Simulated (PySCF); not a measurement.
# C₅H₇FN₂Si: magnetic properties

What do calculations give for the magnetic properties of C₅H₇FN₂Si (`Cc1cc(F)c([SiH3])nn1`)?

Programs: PySCF 2.14.0, with routines of our own; each step states its level. All values are computed. Atoms count from 0.

## (1) The starting structure

16 atoms, charge 0, multiplicity 1; geometry from: GFN2-xTB.

## (2) Magnetic properties: GIAO BHandHLYP/pcSseg-1

What the job is given:

```
{"job": {"kind": "mag", "xc": "BHandHLYP", "basis": "pcSseg-1", "isotopologues": 0}, "charge": 0, "multiplicity": 1}
C     -2.852122    -0.812448    -0.152271
C     -1.403475    -0.461030    -0.086540
C     -0.979779     0.855438     0.145350
C      0.379387     1.048089     0.183756
F      0.888763     2.276554     0.400417
C      1.250179    -0.029991    -0.002101
Si     3.134739     0.160481     0.037517
N      0.745011    -1.233728    -0.214035
N     -0.535540    -1.443984    -0.255645
H     -3.345197    -0.559007     0.784763
H     -2.955234    -1.876935    -0.338086
H     -3.339356    -0.256285    -0.951378
H     -1.677525     1.666858     0.285271
H      3.481893     0.708753     1.350648
H      3.710193    -1.156780    -0.191349
H      3.490466     1.122960    -1.007728
```

Method: GIAO BHandHLYP/pcSseg-1 magnetisability, rotational g tensor and spin-rotation constants, non-relativistic, gas phase.

The run is started by

```
$ OMP_NUM_THREADS=1 python excited_run.py task.json out
```

This one command runs all jobs of the session in turn.

Output:

```text
coarse grid: 14608 points
cycle   1  E = -693.1290925366  dE =  1.722e+00  |g| = 5.770e-01  |ddm| = 3.908e+00
cycle   2  E = -693.1403505775  dE = -1.126e-02  |g| = 5.927e-01  |ddm| = 1.033e+00
cycle   3  E = -693.2019490702  dE = -6.160e-02  |g| = 1.036e-01  |ddm| = 5.830e-01
cycle   4  E = -693.2038523980  dE = -1.903e-03  |g| = 5.263e-02  |ddm| = 1.155e-01
cycle   5  E = -693.2044669322  dE = -6.145e-04  |g| = 1.275e-02  |ddm| = 6.844e-02
cycle   6  E = -693.2045027639  dE = -3.583e-05  |g| = 3.619e-03  |ddm| = 1.492e-02
cycle   7  E = -693.2045055212  dE = -2.757e-06  |g| = 7.843e-04  |ddm| = 3.792e-03
final grid: 139160 points
cycle   8  E = -693.2496677774  dE = -1.648e-05  |g| = 3.497e-03  |ddm| = 1.920e-02
cycle   9  E = -693.2496679588  dE = -1.814e-07  |g| = 3.618e-03  |ddm| = 6.041e-03
cycle  10  E = -693.2496700954  dE = -2.137e-06  |g| = 3.489e-04  |ddm| = 2.891e-03
cycle  11  E = -693.2496701161  dE = -2.064e-08  |g| = 1.088e-04  |ddm| = 3.551e-04
cycle  12  E = -693.2496701185  dE = -2.454e-09  |g| = 4.763e-05  |ddm| = 1.415e-04
cycle  13  E = -693.2496701191  dE = -5.275e-10  |g| = 1.538e-05  |ddm| = 6.110e-05
converged SCF energy = -693.2496701191

Magnetisability tensor (1e-30 J/T^2)
     -913.35      -15.01        0.76
      -15.01     -975.18      163.64
        0.76      163.64    -1882.00
isotropic -1256.84   principal values   -1910.63   -952.09   -907.80
isotropic susceptibility -75.689 1e-6 cm^3/mol

Inertial axes            a          b          c
rot. const./GHz      2.8152     0.9643     0.7275
chi total           -55.541    -56.464   -115.061
chi diamagnetic    -516.341  -1375.309  -1746.543
chi paramagnetic    460.800   1318.845   1631.482
quadrupole/D A       12.137    -11.308     -0.829
g nuclear            0.5324     0.5777     0.5606
g electronic        -0.6094    -0.5974    -0.5576
g total             -0.0770    -0.0197     0.0031

Spin-rotation constants (kHz, H = +C I.J)
atom  isotope        aa         bb         cc
  4    19F        2.966      1.132      0.377
  7    14N        1.301      0.248      0.026
  8    14N        1.118      0.242      0.026
  9     1H       -0.212     -0.084     -0.011
 10     1H       -0.174      0.004     -0.080
 11     1H       -0.212     -0.084     -0.011
 12     1H       -0.215      0.069     -0.079
 13     1H       -0.179     -0.071      0.000
 14     1H       -0.226      0.036     -0.069
 15     1H       -0.179     -0.071      0.000
  0    13C*       0.363      0.145      0.124
  1    13C*       1.584      0.387      0.107
  2    13C*       0.909      0.420      0.086
  3    13C*       1.136      0.507      0.167
  5    13C*       1.507      0.379      0.102
  6   29Si*      -1.470     -0.495     -0.412
* in the singly substituted isotopologue
```

Wall time 33 s (1 thread of Arm Neoverse V1, shared host); peak memory 0.86 GiB.

From this job:

```
              quantity                     value
       magnetisability          -1257·10⁻³⁰ J/T²
  molar susceptibility        -75.7·10⁻⁶ cm³/mol
rotational g (a, b, c)  -0.0770, -0.0197, 0.0031
```

## (3) Magnetic properties: common gauge origin KT3/pcseg-1

Settings changed since step 2:

```diff
@@ -1,2 +1,2 @@
-{"job": {"kind": "mag", "xc": "BHandHLYP", "basis": "pcSseg-1", "isotopologues": 0}, "charge": 0, "multiplicity": 1}
+{"job": {"kind": "mag", "xc": "KT3", "basis": "pcseg-1", "scf": {"conv": 1e-08}, "gauge": [0, 0, 0]}, "charge": 0, "multiplicity": 1}
 C     -2.852122    -0.812448    -0.152271
```

Level: common gauge origin KT3/pcseg-1 magnetisability, rotational g tensor and spin-rotation constants, non-relativistic, gas phase.

Output:

```text
final grid: 139160 points
cycle   1  E = -701.6441140027  dE =  1.260e+00  |g| = 5.815e-01  |ddm| = 4.540e+00
cycle   2  E = -701.5359775656  dE =  1.081e-01  |g| = 9.490e-01  |ddm| = 1.886e+00
cycle   3  E = -701.7065556572  dE = -1.706e-01  |g| = 2.148e-01  |ddm| = 1.178e+00
cycle   4  E = -701.7159377166  dE = -9.382e-03  |g| = 9.811e-02  |ddm| = 3.240e-01
cycle   5  E = -701.7183510373  dE = -2.413e-03  |g| = 2.899e-02  |ddm| = 1.672e-01
cycle   6  E = -701.7185433755  dE = -1.923e-04  |g| = 5.938e-03  |ddm| = 3.970e-02
cycle   7  E = -701.7185491865  dE = -5.811e-06  |g| = 3.473e-03  |ddm| = 1.014e-02
cycle   8  E = -701.7185520871  dE = -2.901e-06  |g| = 7.706e-04  |ddm| = 4.608e-03
cycle   9  E = -701.7185522293  dE = -1.422e-07  |g| = 3.351e-04  |ddm| = 1.289e-03
cycle  10  E = -701.7185522574  dE = -2.809e-08  |g| = 6.351e-05  |ddm| = 3.806e-04
cycle  11  E = -701.7185522581  dE = -7.594e-10  |g| = 3.851e-05  |ddm| = 1.170e-04
converged SCF energy = -701.7185522581

Magnetisability tensor (1e-30 J/T^2)
    -3713.04     1023.04      207.50
     1023.04   -10024.90      406.22
      207.50      406.22   -12254.45
isotropic -8664.13   principal values  -12326.24 -10123.07  -3543.08
isotropic susceptibility -521.766 1e-6 cm^3/mol

Inertial axes            a          b          c
rot. const./GHz      2.8152     0.9643     0.7275
chi total          -216.288   -606.707   -742.304
chi diamagnetic    -513.940  -1373.847  -1744.345
chi paramagnetic    297.652    767.140   1002.041
quadrupole/D A       11.490    -10.359     -1.131
g nuclear            0.5324     0.5777     0.5606
g electronic        -0.3937    -0.3475    -0.3424
g total              0.1388     0.2302     0.2182

Spin-rotation constants (kHz, H = +C I.J)
atom  isotope        aa         bb         cc
  4    19F        3.718      1.250      0.433
  7    14N        1.087      0.172      0.006
  8    14N        0.944      0.191      0.017
  9     1H       -0.356      0.155      0.106
 10     1H       -0.208      0.245      0.059
 11     1H       -0.356      0.155      0.107
 12     1H        0.138     -0.038     -0.097
 13     1H       -0.645      0.281      0.149
 14     1H        0.423      0.162      0.188
 15     1H       -0.645      0.281      0.149
  0    13C*       0.274      0.144      0.124
  1    13C*       1.234      0.282      0.021
  2    13C*       0.666      0.279     -0.003
  3    13C*       0.782      0.327      0.003
  5    13C*       1.126      0.144     -0.086
  6   29Si*      -1.578     -0.524     -0.499
* in the singly substituted isotopologue
```

Run time: 21 s. Hardware: 1 thread of Arm Neoverse V1, shared host; peak memory 0.66 GiB.

A normal end doesn't make this result sound: a common gauge origin replaces GIAOs, so the magnetic properties depend on where the origin lies.

## (4) Outcome

```
                                                quantity                               value
       magnetisability (step 2, GIAO BHandHLYP/pcSseg-1)                    -1257·10⁻³⁰ J/T²
  molar susceptibility (step 2, GIAO BHandHLYP/pcSseg-1)                  -75.7·10⁻⁶ cm³/mol
rotational g (a, b, c) (step 2, GIAO BHandHLYP/pcSseg-1)            -0.0770, -0.0197, 0.0031
                                                    runs  0 failed, 1 ended on unsound input
```

**Reading.** The values above hold for this geometry and these levels alone. Vibrational averaging and real surroundings are missing from these values.
